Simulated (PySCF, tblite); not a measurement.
# C3H11GeSi radical: geometry, infrared bands and EPR parameters

What infrared bands and EPR parameters should C3H11GeSi radical (`[CH2][GeH2][C@@H](C)[SiH3]`) show?

Computed with tblite 0.8.0 and PySCF 2.14.0, with density-fitted response routines of our own, on a single molecule in the gas phase. Atoms count from 0, in the outputs and in this text.

### 1 The starting structure

16 atoms, charge 0, multiplicity 2; geometry from: force field or distance geometry start.

Bonds of the start (Å): C0–Ge1 1.91, Ge1–C2 1.91, C2–C3 1.52, C2–Si4 1.88, C0–H5 1.09, C0–H6 1.09, Ge1–H7 1.55, Ge1–H8 1.56, C2–H9 1.13, C3–H10 1.12, C3–H11 1.13, C3–H12 1.09, Si4–H13 1.47, Si4–H14 1.46, Si4–H15 1.45.

### 2 Relaxing the molecule with GFN2-xTB

Job settings and geometry (Å):

```
{"job": {"kind": "relax", "xc": "GFN2-xTB", "basis": "xTB"}, "charge": 0, "multiplicity": 2}
C      2.531300     0.075300    -0.066400
Ge     0.993000     1.183700     0.191000
C     -0.703300     0.334000    -0.037700
C     -0.966600    -0.150700    -1.455500
Si    -1.074100    -0.996900     1.236000
H      2.584400    -0.475900    -1.005800
H      2.949500    -0.407300     0.810900
H      1.076600     2.367900    -0.809200
H      1.050000     1.765200     1.640700
H     -1.494400     1.121400     0.147600
H     -0.265500    -0.964700    -1.756600
H     -2.007000    -0.581400    -1.435800
H     -0.982700     0.694200    -2.151400
H     -2.540600    -1.055000     1.370300
H     -0.516600    -0.587900     2.518800
H     -0.641600    -2.312900     0.791600
```

Launch:

```bash
$ OMP_NUM_THREADS=1 python probes_run.py task.json out
```

The driver reads the jobs from task.json and runs them one after another.

Output:

```text
step      E/eV     max force
  0    -423.51026    2.021
  1    -423.65107    0.947
  2    -423.70810    0.527
  3    -423.72816    0.461
  4    -423.74674    0.470
  5    -423.76017    0.446
  6    -423.77137    0.311
  7    -423.77920    0.360
  8    -423.78634    0.284
  9    -423.79145    0.187
 10    -423.79452    0.163
 11    -423.79693    0.168
 12    -423.79944    0.187
 13    -423.80181    0.160
 14    -423.80383    0.132
 15    -423.80547    0.120
 16    -423.80699    0.165
 17    -423.80859    0.142
 18    -423.81002    0.098
 19    -423.81109    0.081
 20    -423.81183    0.083
 21    -423.81243    0.084
 22    -423.81306    0.074
 23    -423.81381    0.082
 24    -423.81456    0.083
 25    -423.81516    0.068
 26    -423.81558    0.044
 27    -423.81593    0.055
 28    -423.81636    0.063
 29    -423.81697    0.083
 30    -423.81781    0.100
 31    -423.81890    0.092
 32    -423.82010    0.099
 33    -423.82126    0.094
 34    -423.82230    0.081
 35    -423.82321    0.099
 36    -423.82420    0.094
 37    -423.82534    0.078
 38    -423.82642    0.080
 39    -423.82724    0.060
 40    -423.82794    0.068
 41    -423.82878    0.077
 42    -423.82974    0.072
 43    -423.83061    0.074
 44    -423.83125    0.075
 45    -423.83164    0.077
 46    -423.83212    0.067
 47    -423.83259    0.053
 48    -423.83294    0.062
 49    -423.83318    0.044
 50    -423.83345    0.053
 51    -423.83385    0.054
 52    -423.83437    0.068
 53    -423.83494    0.072
 54    -423.83550    0.058
 55    -423.83592    0.037
 56    -423.83620    0.041
 57    -423.83650    0.052
 58    -423.83697    0.067
 59    -423.83759    0.073
 60    -423.83811    0.070
 61    -423.83844    0.037
 62    -423.83859    0.033
 63    -423.83873    0.027
 64    -423.83890    0.028
 65    -423.83904    0.030
 66    -423.83911    0.029
 67    -423.83916    0.026
 68    -423.83923    0.021
 69    -423.83932    0.020
 70    -423.83941    0.019
 71    -423.83948    0.020
 72    -423.83954    0.020
 73    -423.83962    0.029
 74    -423.83972    0.029
 75    -423.83982    0.025
 76    -423.83990    0.022
 77    -423.83996    0.018
 78    -423.84001    0.014
 79    -423.84005    0.022
 80    -423.84009    0.025
 81    -423.84014    0.019
 82    -423.84018    0.017
 83    -423.84021    0.017
 84    -423.84023    0.015
 85    -423.84025    0.010
 86    -423.84026    0.011
 87    -423.84027    0.008
```

Run time: 0.5 s. Hardware: 1 thread of Arm Neoverse V1, shared host.

Relaxation path: (not every step is listed)

```tsv
step	energy from step 0 (eV)	largest force (eV/Å)
0	0.0000	2.0211
1	-0.1408	0.9473
2	-0.1978	0.5273
3	-0.2179	0.4609
4	-0.2365	0.4699
5	-0.2499	0.4457
6	-0.2611	0.3111
7	-0.2689	0.3602
8	-0.2761	0.2839
15	-0.2952	0.1198
22	-0.3028	0.0736
29	-0.3067	0.0828
36	-0.3139	0.0938
43	-0.3203	0.0735
50	-0.3232	0.0526
57	-0.3262	0.0524
64	-0.3286	0.0277
71	-0.3292	0.0198
78	-0.3297	0.0142
82	-0.3299	0.0173
83	-0.3299	0.0170
84	-0.3300	0.0149
85	-0.3300	0.0099
86	-0.3300	0.0108
87	-0.3300	0.0076
```

Close pairs (by a distance rule), those that changed most:

```tsv
bond	before (Å)	after (Å)	change (Å)
Ge1–C2	1.911	2.012	+0.101
Ge1–H8	1.563	1.507	-0.056
Ge1–H7	1.552	1.509	-0.043
C2–H9	1.131	1.094	-0.038
C3–H11	1.126	1.090	-0.036
C3–H10	1.116	1.089	-0.026
C0–Ge1	1.913	1.892	-0.022
C2–Si4	1.879	1.900	+0.021
```

The final coordinates are the input of the step that follows.

### 3 Vibrational analysis with GFN2-xTB

Job settings and geometry (Å):

```
{"job": {"kind": "ir", "xc": "GFN2-xTB", "basis": "xTB"}, "charge": 0, "multiplicity": 2}
C      2.431887    -0.069003    -0.080844
Ge     1.023236     1.169672     0.162976
C     -0.818533     0.377643    -0.001893
C     -1.071219    -0.105574    -1.421888
Si    -1.087509    -0.984969     1.294105
H      2.892438    -0.242223    -1.037569
H      2.753089    -0.731201     0.704114
H      1.143987     2.269004    -0.864066
H      1.124286     1.806944     1.524758
H     -1.503372     1.202668     0.214846
H     -0.410637    -0.934974    -1.671446
H     -2.099801    -0.447342    -1.538505
H     -0.896159     0.693101    -2.144461
H     -2.474200    -1.451287     1.193583
H     -0.838783    -0.442965     2.631226
H     -0.176309    -2.100551     1.023652
```

Output:

```text
mode    cm-1     km/mol
  1      52.4      0.16
  2     114.3      0.99
  3     121.1      0.14
  4     134.0      0.36
  5     157.4      0.65
  6     220.0      0.30
  7     231.8      1.05
  8     291.4      1.57
  9     409.7     34.63
 10     440.5     12.33
 11     484.6     87.26
 12     541.0     54.16
 13     578.9     23.17
 14     600.2     30.69
 15     628.1    127.01
 16     701.6    106.38
 17     735.2     21.93
 18     763.0     53.14
 19     775.8    160.80
 20     782.4    198.69
 21     790.0    460.21
 22     828.1    156.25
 23     981.1      6.00
 24    1026.6      5.63
 25    1074.2     14.89
 26    1116.6     20.59
 27    1260.8     12.86
 28    1362.3      0.66
 29    1417.6      1.45
 30    1501.6      1.34
 31    1504.6      4.89
 32    1904.4    296.35
 33    1971.6    519.62
 34    2236.3    351.16
 35    2239.2    206.02
 36    2252.7    337.23
 37    2913.5     48.62
 38    2977.9     43.25
 39    2994.1     42.86
 40    3009.4     24.02
 41    3081.2     12.74
 42    3120.5     30.43
```

Wall time 0.47 s (1 thread of Arm Neoverse V1, shared host).

The strongest bands and the atoms that carry them (share of the mass-weighted mode):

```tsv
cm⁻¹	km/mol	atoms
776	160.8	H14 54 %, H15 20 %, H13 15 %
782	198.7	H13 39 %, H15 33 %, H14 19 %
790	460.2	H13 35 %, H15 32 %, H14 15 %, Si4 12 %
1904	296.4	H7 59 %, H8 40 %
1972	519.6	H8 59 %, H7 40 %
2236	351.2	H13 94 %
2239	206.0	H15 94 %
2253	337.2	H14 95 %
```

### 4 g tensor and hyperfine couplings: B3LYP/def2-TZVP-core+pcH-1

Settings changed since step 3:

```diff
@@ -1,2 +1,2 @@
-{"job": {"kind": "ir", "xc": "GFN2-xTB", "basis": "xTB"}, "charge": 0, "multiplicity": 2}
+{"job": {"kind": "epr", "basis": "pcH-1"}, "charge": 0, "multiplicity": 2}
 C      2.431887    -0.069003    -0.080844
```

Level: UKS B3LYP, def2-TZVP-core on Ge, pcH-1 on C H Si, non-relativistic, mean-field spin-orbit, GIAO.

Output:

```text
UKS, coarse grid
  cycle   1  E = -2487.35291413  |g| = 1.34e+00
  cycle   2  E = -2487.28938524  |g| = 9.20e-01
  cycle   3  E = -2487.41598976  |g| = 3.82e-01
  cycle   4  E = -2487.45226247  |g| = 6.93e-02
  cycle   5  E = -2487.45465017  |g| = 1.75e-02
  cycle   6  E = -2487.45479115  |g| = 2.83e-03
  cycle   7  E = -2487.45479262  |g| = 7.79e-04
UKS, final grid
  cycle   1  E = -2487.45488986  |g| = 7.07e-04
  cycle   2  E = -2487.45488979  |g| = 8.18e-04
  cycle   3  E = -2487.45489016  |g| = 9.93e-05
  cycle   4  E = -2487.45489017  |g| = 5.12e-05
  cycle   5  E = -2487.45489017  |g| = 1.90e-05
E = -2487.45489017 Eh   <S^2> = 0.7539 (exact 0.7500)
g shifts (ppm)      1          2          3
  rmc          -136       -136       -136
  gc             36         11         29
  oz_so       -1857       -414        356
  total       -1957       -538        249
hyperfine (MHz)  atom isotope    a_iso     a_fc   dipolar eigenvalues
    0   13C      91.30      91.51    -77.35    -76.22    153.57
    1  73Ge      21.80      22.17     -1.13     -0.13      1.26
    2   13C      36.75      36.78     -5.60     -5.29     10.89
    3   13C      -1.78      -1.78     -0.64      0.03      0.61
    4  29Si       2.10       2.10     -0.69      0.03      0.66
    5    1H     -57.90     -57.89    -37.34     -0.91     38.25
    6    1H     -57.42     -57.41    -37.27     -1.01     38.28
    7    1H       9.11       9.12     -3.16     -2.43      5.60
    8    1H      28.67      28.68     -3.11     -2.33      5.44
    9    1H       0.22       0.22     -3.17     -1.07      4.25
   10    1H      -0.06      -0.06     -2.64     -1.74      4.38
   11    1H       2.40       2.40     -1.14     -0.56      1.71
   12    1H       0.99       0.99     -1.45     -0.89      2.34
   13    1H      -0.21      -0.21     -0.77     -0.46      1.24
   14    1H       0.01       0.01     -1.01     -0.84      1.85
   15    1H       1.03       1.03     -2.16     -1.66      3.82
```

Wall time 2.5 min (1 thread of Arm Neoverse V1, shared host); peak memory 1.3 GiB.

Principal g values 2.00036, 2.00178, 2.00257; g(iso) = 2.00157, against 2.00232 for a free electron.

Mean a(iso) over the nuclei that a row names, and the largest dipolar term of the row (other rows stand at the frozen geometry):

```tsv
nuclei	isotope	a(iso) (MHz)	a(iso) (G, at g = 2.0023)	largest dipolar term (MHz)
C0	13C	91.3	32.6	153.6
H5, H6	1H	-57.7	-20.6	38.3
C2	13C	36.8	13.1	10.9
H8	1H	28.7	10.2	5.4
Ge1	73Ge	21.8	7.8	1.3
H7	1H	9.1	3.3	5.6
Si4	29Si	2.1	0.7	-0.7
C3	13C	-1.8	-0.6	-0.6
H10, H11, H12	1H	1.1	0.4	4.4
H13, H14, H15	1H	0.3	0.1	3.8
H9	1H	0.2	0.1	4.2
```

Mulliken spin populations:

C0 1.05; Ge1 -0.05; C2 0.06; C3 0.00; Si4 0.00; H5 -0.04; H6 -0.04; H7 0.00; H8 0.02; H9 0.00; H10 0.00; H11 0.00; H12 0.00; H13 0.00; H14 0.00; H15 0.00

In first order the couplings over 0.8 MHz of 1H give 48 distinct lines over 55.8 G, if the averaged nuclei exchange fast; the same motion can average rows kept apart here too.

Orbitals, density, ELF and potential are computed afterwards from the orbital file.

ELF in a plane through or near 5 of the atoms.

Values, 10 rows by 14 columns:
```
0.00 0.00 0.00 0.00 0.00 0.00 0.00 0.00 0.00 0.00 0.00 0.00 0.00 0.00
0.00 0.00 0.00 0.00 0.00 0.00 0.00 0.01 0.04 0.02 0.00 0.00 0.00 0.00
0.00 0.00 0.00 0.01 0.02 0.00 0.01 0.17 0.50 0.31 0.08 0.09 0.00 0.00
0.00 0.00 0.10 0.45 0.61 0.05 0.01 0.24 0.09 0.11 0.98 1.00 0.60 0.00
0.00 0.05 0.46 0.74 0.68 0.62 0.13 0.40 0.24 0.12 1.00 1.00 0.79 0.00
0.00 0.03 0.31 0.63 0.75 0.58 0.31 0.48 0.63 0.12 0.04 0.15 0.02 0.00
0.00 0.00 0.01 0.02 0.03 0.06 0.03 0.47 0.49 0.97 0.97 0.09 0.00 0.00
0.00 0.00 0.00 0.00 0.01 0.01 0.28 0.99 0.92 0.69 0.89 0.09 0.00 0.00
0.00 0.00 0.00 0.00 0.00 0.00 0.09 0.88 0.64 0.03 0.01 0.00 0.00 0.00
0.00 0.00 0.00 0.00 0.00 0.00 0.00 0.00 0.00 0.00 0.00 0.00 0.00 0.00
```
The map spans 11.0 Å across and 10.0 Å up, centred on the molecule. Atoms in the plane (x, y in Å): C3 (0.9, -1.5), Si4 (1.4, 1.3), H11 (2.0, -1.6), H12 (0.5, -2.4), H13 (2.9, 1.2).

On the surface of density 0.002 e/bohr³ the electrostatic potential runs, from the 1st to the 99th percentile, from -0.21 V near C0 to 0.91 V near H14.

The spin density lies nearest to C0 68 %; H5, H6 about 10 % each.

### 5 Outcome

```
                                                                  quantity                  value
                                 strongest single infrared mode (GFN2-xTB)  1972 cm⁻¹, 520 km/mol
                                              zero-point energy (GFN2-xTB)          71.9 kcal/mol
                                                            g(iso) (B3LYP)                2.00157
                                                                      ⟨S²⟩     0.754 (exact 0.75)
                                        largest a(iso) (averaged by class)    13C on C0, 91.3 MHz
potential on the surface of density 0.002 e/bohr³, 1st and 99th percentile     -0.21 V and 0.91 V
```

Over 87 steps the energy fell by 0.330 eV; of the close pairs, Ge1–C2 changed most, 1.911 to 2.012 Å. All 42 modes are real, so the xTB geometry is a minimum. The strongest single mode, at 1972 cm⁻¹, moves mainly H8 and H7. GFN2-xTB is a fitted tight-binding method: band positions and strengths are rough. Its intensities can rank the bands wrongly. Most of the unpaired spin sits on C0 (1.05 e). The isotropic g lies 0.7 ppt below the free-electron value. The hyperfine terms hold no scalar relativity, which the heavier nuclei need. These values are for one conformer; the search (at its own cheap level) found 2 more, at 0.00, 0.39 kcal/mol (those within 0.05 may be mirror or relabelled copies), and measured spectra average over such forms.
